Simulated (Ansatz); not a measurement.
# C4H11GaO: small, medium and large basis sets

Aim: see how fast density functionals converge with the basis set for C4H11GaO.

Computed with Ansatz 0.2.0, Gaussian basis. Level: one geometry, several basis sets.

Plan: PBE0-D4/def2-SVP; ωB97M-V/def2-SVP; PBE0-D4/def2-QZVPP; ωB97M-V/def2-QZVPP; the functionals' def2-TZVPP values are taken from earlier runs.

### Step 1. The geometry

The geometry comes from an earlier relaxation with PBE0-D4 in a triple-zeta def2 set; it is a stationary point, not always the lowest conformer.

SMILES `C[C](C)([GaH2])CO`, 17 atoms, charge 0, spin multiplicity 1.

Atoms are counted from 1 here; the program's logs count them from 0.

Bond lengths: C1–C2 1.523 Å, C1–H7 1.093 Å, C1–H8 1.099 Å, C1–H9 1.093 Å, C2–C3 1.518 Å, C2–Ga4 2.028 Å, C2–C5 1.517 Å, C3–H10 1.093 Å, C3–H11 1.094 Å, C3–H12 1.099 Å, Ga4–H13 1.581 Å, Ga4–H14 1.573 Å, C5–O6 1.456 Å, C5–H15 1.098 Å, C5–H16 1.095 Å, O6–H17 0.961 Å. Angles: C2–C1–H7 111.3°, C2–C1–H8 111.1°, C2–C1–H9 112.0°, H7–C1–H8 107.3°, H7–C1–H9 107.2°, H8–C1–H9 107.7°, C1–C2–C3 111.0°, C1–C2–Ga4 111.8°, C1–C2–C5 110.8°, C3–C2–Ga4 117.8°, C3–C2–C5 111.7°, Ga4–C2–C5 92.3°, C2–C3–H10 110.9°, C2–C3–H11 112.1°, C2–C3–H12 111.7°, H10–C3–H11 107.5°, H10–C3–H12 106.6°, H11–C3–H12 107.7° and more.

Coordinates:

```mol
C4H11GaO
  3D, bonds by distance, orders not assigned

 17 16  0  0  0  0  0  0  0  0999 V2000
   -1.2092   -0.8837   -0.7252 C   0  0
   -0.1213   -0.2588    0.1377 C   0  0
   -0.1551   -0.8225    1.5469 C   0  0
    1.6651   -0.2104   -0.8205 Ga  0  0
   -0.2341    1.2539    0.1352 C   0  0
    0.5082    1.6693   -1.0461 O   0  0
   -1.0605   -1.9613   -0.8332 H   0  0
   -2.2031   -0.7334   -0.2800 H   0  0
   -1.2283   -0.4577   -1.7320 H   0  0
   -0.0268   -1.9081    1.5366 H   0  0
    0.6347   -0.4042    2.1774 H   0  0
   -1.1170   -0.6238    2.0405 H   0  0
    2.9219    0.2694    0.0102 H   0  0
    1.8399   -0.8259   -2.2574 H   0  0
   -1.2605    1.6345    0.0559 H   0  0
    0.2398    1.6828    1.0239 H   0  0
    0.8063    2.5800   -0.9698 H   0  0
  1  2  8  0
  2  3  8  0
  2  4  8  0
  2  5  8  0
  5  6  8  0
  1  7  8  0
  1  8  8  0
  1  9  8  0
  3 10  8  0
  3 11  8  0
  3 12  8  0
  4 13  8  0
  4 14  8  0
  5 15  8  0
  5 16  8  0
  6 17  8  0
M  END
```

### Step 2. PBE0-D4 in def2-SVP

in.yaml

```yaml
crystal:
  periodic: [false, false, false]
  atoms:
    - {symbol: C, position_ang: [-1.209155, -0.883669, -0.725246]}
    - {symbol: C, position_ang: [-0.121264, -0.258789, 0.137725]}
    - {symbol: C, position_ang: [-0.155070, -0.822547, 1.546869]}
    - {symbol: Ga, position_ang: [1.665102, -0.210392, -0.820476]}
    - {symbol: C, position_ang: [-0.234061, 1.253893, 0.135172]}
    - {symbol: O, position_ang: [0.508219, 1.669310, -1.046089]}
    - {symbol: H, position_ang: [-1.060531, -1.961292, -0.833183]}
    - {symbol: H, position_ang: [-2.203134, -0.733407, -0.279994]}
    - {symbol: H, position_ang: [-1.228342, -0.457741, -1.731977]}
    - {symbol: H, position_ang: [-0.026757, -1.908143, 1.536550]}
    - {symbol: H, position_ang: [0.634683, -0.404235, 2.177351]}
    - {symbol: H, position_ang: [-1.117026, -0.623780, 2.040482]}
    - {symbol: H, position_ang: [2.921871, 0.269370, 0.010235]}
    - {symbol: H, position_ang: [1.839866, -0.825876, -2.257440]}
    - {symbol: H, position_ang: [-1.260492, 1.634495, 0.055864]}
    - {symbol: H, position_ang: [0.239774, 1.682815, 1.023948]}
    - {symbol: H, position_ang: [0.806308, 2.580006, -0.969799]}
basis:
  gaussian: {orbitals: def2-SVP}
hamiltonian: {xc: pbe0, dispersion: d4}
output: {orbitals: {seedname: orbitals}}
```

On the command line:

```sh
$ ansatz run in.yaml --threads 2 --pin off --events-out ev --progress --plain --max-ram 32768MiB --backend cpu
```

Log:

```text
Functional definition: PBE0
  name "PBE0"
  cite "Adamo & Barone, J. Chem. Phys. 110, 6158 (1999) doi:10.1063/1.478522"
  cite "Perdew, Burke & Ernzerhof, Phys. Rev. Lett. 77, 3865 (1996) doi:10.1103/PhysRevLett.77.3865"
  parent pbe
  parameter a = 0.25
  parameter kappa = 0.804
  parameter beta = 0.06672455060314922
  exchange = (1 - a)*pbe_x(kappa = kappa, mu = beta*pi^2/3) + a*exact_x
  correlation = pbe_c(beta = beta)
1802 factors; their error is unknown
mean field evaluation 1: about -58716.9513 eV, gradient 6.4e1 eV
mean field evaluation 2: about -58710.0710 eV, gradient 8.4e1 eV
mean field evaluation 4: about -58726.2759 eV, gradient 3.3e0 eV
mean field evaluation 8: about -58726.2979 eV, gradient 4.9e-2 eV
mean field evaluation 16: about -58726.4539 eV, gradient 4.2e-5 eV
mean field -58726.45385549 eV, -2158.1573729690 hartree, gradient 4.2e-5 eV, S^2 0.000000; 0 other end points of the search recorded, 0 dependent functions left out
reference -58726.45388804 eV, -2158.1573741654 hartree; 37, 37 occupied and 120, 120 virtual orbitals, 1802 factors
Total energy: -58726.81214658 eV, -2158.1705399239 hartree
```

Run time: 3.8 s. Hardware: 2 threads of AMD EPYC 7R13, shared host; peak memory 0.53 GiB.

### Step 3. ωB97M-V in def2-SVP

Edit in.yaml of step 2 so:

```diff
@@ -22,3 +22,3 @@
   gaussian: {orbitals: def2-SVP}
-hamiltonian: {xc: pbe0, dispersion: d4}
+hamiltonian: {xc: {name: wB97M-V}}
 output: {orbitals: {seedname: orbitals}}
```

The command is unchanged.

Log, shortened:

```text
Functional definition: wB97M-V
  name "wB97M-V"
  cite "Mardirossian & Head-Gordon, J. Chem. Phys. 144, 214110 (2016) doi:10.1063/1.4952647"
  cite "Becke, J. Chem. Phys. 107, 8554 (1997) doi:10.1063/1.475007"
  cite "Vydrov & Van Voorhis, J. Chem. Phys. 133, 244103 (2010) doi:10.1063/1.3521275"
  # Of w^i u^j: cxij and so on, Table III.
[...]
  gx(w, u) = 1 - cx + cx01*u + cx10*w
  gss(w, u) = css00 + css04*u^4 + css10*w + css20*w^2 + css43*w^4*u^3
  gos(w, u) = cos00 + cos10*w + (cos20 + cos21*u)*w^2 + (cos60 + cos61*u)*w^6
[...]
      + integral(e_c_pw_mod_opposite_spin*gos(b97_w_opposite, b97_u_opposite)) + vv10(b, c)
1795 factors; their error is unknown
443 factors; integrals over basis functions are off by at most 6.5e-6 eV
[...]
mean field -58734.54189813 eV, -2158.4546030540 hartree, gradient 2.3e-5 eV, S^2 0.000000; 0 other end points of the search recorded, 0 dependent functions left out
reference -58734.54195241 eV, -2158.4546050488 hartree; 37, 37 occupied and 120, 120 virtual orbitals, 1795 factors
Total energy: -58734.54195241 eV, -2158.4546050488 hartree
```

Wall time 12 s (2 threads of AMD EPYC 7R13, shared host); peak memory 0.69 GiB.

### Step 4. PBE0-D4 in def2-QZVPP

Edit in.yaml of step 3 so:

```diff
@@ -21,4 +21,4 @@
 basis:
-  gaussian: {orbitals: def2-SVP}
-hamiltonian: {xc: {name: wB97M-V}}
+  gaussian: {orbitals: "def2-QZVPP.json"}
+hamiltonian: {xc: pbe0, dispersion: d4}
 output: {orbitals: {seedname: orbitals}}
```

On the command line:

```sh
$ ansatz run in.yaml --threads 2 --pin off --events-out ev --progress --plain --max-ram 32768MiB --backend cuda --devices 0, --max-vram 18GiB
```

Log:

```text
Functional definition: PBE0
  name "PBE0"
  cite "Adamo & Barone, J. Chem. Phys. 110, 6158 (1999) doi:10.1063/1.478522"
  cite "Perdew, Burke & Ernzerhof, Phys. Rev. Lett. 77, 3865 (1996) doi:10.1103/PhysRevLett.77.3865"
  parent pbe
  parameter a = 0.25
  parameter kappa = 0.804
  parameter beta = 0.06672455060314922
  exchange = (1 - a)*pbe_x(kappa = kappa, mu = beta*pi^2/3) + a*exact_x
  correlation = pbe_c(beta = beta)
2148 factors; their error is unknown
mean field evaluation 1: about -58726.9164 eV, gradient 8.3e1 eV
mean field evaluation 2: about -58706.7960 eV, gradient 1.2e2 eV
mean field evaluation 4: about -58741.5562 eV, gradient 6.7e0 eV
mean field evaluation 8: about -58741.6455 eV, gradient 1.4e-1 eV
mean field evaluation 16: about -58741.7917 eV, gradient 1.0e-4 eV
mean field -58741.79171367 eV, -2158.7210288608 hartree, gradient 2.3e-5 eV, S^2 0.000000; 0 other end points of the search recorded, 0 dependent functions left out
reference -58741.79176232 eV, -2158.7210306486 hartree; 37, 37 occupied and 667, 667 virtual orbitals, 2148 factors
Total energy: -58742.15002086 eV, -2158.7341964072 hartree
```

Run time: 11 s. Hardware: 1 × H100 (card shared with other runs) with 2 threads of AMD EPYC 7R13, shared host; peak host memory 1.2 GiB.

### Step 5. ωB97M-V in def2-QZVPP

Edit in.yaml of step 4 so:

```diff
@@ -22,3 +22,3 @@
   gaussian: {orbitals: "def2-QZVPP.json"}
-hamiltonian: {xc: pbe0, dispersion: d4}
+hamiltonian: {xc: {name: wB97M-V}}
 output: {orbitals: {seedname: orbitals}}
```

Launched as before.

Log, shortened:

```text
Functional definition: wB97M-V
  name "wB97M-V"
  cite "Mardirossian & Head-Gordon, J. Chem. Phys. 144, 214110 (2016) doi:10.1063/1.4952647"
  cite "Becke, J. Chem. Phys. 107, 8554 (1997) doi:10.1063/1.475007"
  cite "Vydrov & Van Voorhis, J. Chem. Phys. 133, 244103 (2010) doi:10.1063/1.3521275"
  # Of w^i u^j: cxij and so on, Table III.
[...]
  gx(w, u) = 1 - cx + cx01*u + cx10*w
  gss(w, u) = css00 + css04*u^4 + css10*w + css20*w^2 + css43*w^4*u^3
  gos(w, u) = cos00 + cos10*w + (cos20 + cos21*u)*w^2 + (cos60 + cos61*u)*w^6
[...]
      + integral(e_c_pw_mod_opposite_spin*gos(b97_w_opposite, b97_u_opposite)) + vv10(b, c)
2143 factors; their error is unknown
563 factors; integrals over basis functions are off by at most 5.2e-6 eV
[...]
mean field -58750.17233892 eV, -2159.0290111582 hartree, gradient 7.3e-5 eV, S^2 0.000000; 0 other end points of the search recorded, 0 dependent functions left out
reference -58750.17241802 eV, -2159.0290140653 hartree; 37, 37 occupied and 667, 667 virtual orbitals, 2143 factors
Total energy: -58750.17241802 eV, -2159.0290140653 hartree
```

Run time: 15 s. Hardware: 1 × H100 (card shared with other runs) with 2 threads of AMD EPYC 7R13, shared host; peak host memory 1.4 GiB.

### Step 6. Density functionals: the series

The def2-TZVPP values come from earlier runs at the same geometry.

| functional | basis | functions | energy (eV) | from the largest (eV) | HOMO (eV) | LUMO (eV) |
| --- | --- | --- | --- | --- | --- | --- |
| PBE0-D4 | def2-SVP | 157 | -58726.8121 | 15.338 | -6.61 | -0.18 |
| PBE0-D4 | def2-TZVPP | 357 | -58740.6103 | 1.540 | -6.65 | -0.42 |
| PBE0-D4 | def2-QZVPP | 704 | -58742.1500 | 0.000 | -6.66 | -0.59 |
| ωB97M-V | def2-SVP | 157 | -58734.5420 | 15.630 | -8.75 | 1.48 |
| ωB97M-V | def2-TZVPP | 357 | -58748.6752 | 1.497 | -8.80 | 1.13 |
| ωB97M-V | def2-QZVPP | 704 | -58750.1724 | 0.000 | -8.81 | 0.72 |

### Step 7. What came out

| quantity | value |
| --- | --- |
| PBE0-D4: double and triple zeta above quadruple | 15.34, 1.54 eV |
| ωB97M-V: double and triple zeta above quadruple | 15.63, 1.50 eV |

**Reading.** PBE0-D4 gains 13.80 eV from double to triple zeta, then 1.54 eV more. These are total energies; as a rule much of such shifts cancels in differences, which this series doesn't test. The LUMO of ωB97M-V is positive and keeps falling with the basis (1.48 to 0.72 eV): an unbound level that the basis holds in place.
